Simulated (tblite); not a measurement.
# H36In15P14: the cost of one run

Programs: tblite 0.8.0 and PySCF 2.14.0, with routines of our own; each step states its level. All values are computed. Atoms count from 0.

## (1) The system as given

65 atoms, charge -1, multiplicity 1; geometry from: force field, distance geometry or constructed start.

## (2) Geometry optimisation with GFN2-xTB

What the job is given:

```
{"job": {"kind": "relax", "xc": "GFN2-xTB", "basis": "xTB"}, "charge": -1, "multiplicity": 1}
P      1.413900    -3.985400    -2.460200
P     -2.744200    -3.981000    -2.465500
P     -0.660800    -5.183900     0.930800
In    -0.666700    -5.177200    -1.617700
In     1.408000    -3.984800     1.780400
In    -2.744300    -3.984100     1.774400
P      1.409100     5.602100     0.926500
In     1.412400     5.603100    -1.610000
P      1.411700     3.202300    -2.459000
P     -2.743800     5.599600     0.931400
P     -0.668100     2.005200     0.927700
In    -0.668500     2.004400    -1.611500
P     -0.669400    -0.388900    -2.453600
P      1.411200    -1.588200     0.927100
In     1.406800    -1.582500    -1.611300
P     -4.817900     2.007000     0.936100
P     -2.740600    -1.585700     0.930700
In    -2.742100    -1.591000    -1.612500
In    -0.666600     6.800200     1.779500
In     1.411800     3.205300     1.779700
In    -2.743300     3.208200     1.778500
In    -0.666900    -0.388100     1.776800
In    -4.812600    -0.385000     1.783600
P      3.479800    -5.185900     0.928300
In     3.484500    -5.179000    -1.610600
P      3.477900     2.005500     0.932300
In     3.484700     2.008700    -1.612200
P      3.483400    -0.389000    -2.457400
In     3.484600    -0.389200     1.775000
H      1.410100    -3.983200    -3.855200
H     -2.737400    -3.983000    -3.859700
H     -3.886000    -4.642300    -1.991800
H     -0.667000    -6.501400     1.394600
H     -0.663900    -6.832800    -2.191100
H      1.410200    -3.981800     3.523700
H     -4.169400    -4.806400     1.190700
H     -2.741800    -3.983500     3.522900
H      2.553000     6.262900     1.393900
H     -0.018800     6.421500    -2.194900
H      2.833100     6.428800    -2.193600
H      1.408900     3.202100    -3.854800
H     -2.735100     5.594800    -0.466500
H     -3.879200     6.261400     1.392900
H     -2.092300     2.830900    -2.196600
H     -0.669700    -0.387900    -3.856200
H     -4.817900     2.008000    -0.473600
H     -5.956700     2.666500     1.395900
H     -4.170200    -0.760000    -2.192500
H     -0.664400     8.448800     1.193800
H     -0.664100     6.799100     3.529000
H      1.408100     3.197100     3.530100
H     -2.734400     3.205700     3.526700
H     -0.666400    -0.390000     3.527100
H     -6.248300    -1.216100     1.190600
H     -4.815300    -0.390500     3.528500
H      4.626600    -4.518600     1.397100
H      3.490600    -6.507200     1.394600
H      4.915600    -4.349000    -2.195500
H      3.484100    -6.832200    -2.190800
H      4.626200     2.668400     1.395500
H      4.909100     2.832300    -2.193300
H      3.487900    -0.389900    -3.860500
H      4.628800    -1.048900    -1.991200
H      4.912700    -1.211000     1.194700
H      3.489700    -0.386300     3.529000
```

The run is started by

```bash
OMP_NUM_THREADS=4 python large_run.py task.json out
```

The driver reads the jobs from task.json and runs them one after another.

Q: Estimate the wall time and peak memory of this first job on 4 threads of Arm Neoverse N1, shared host.

About 59 s, with a peak of 0.15 GiB.
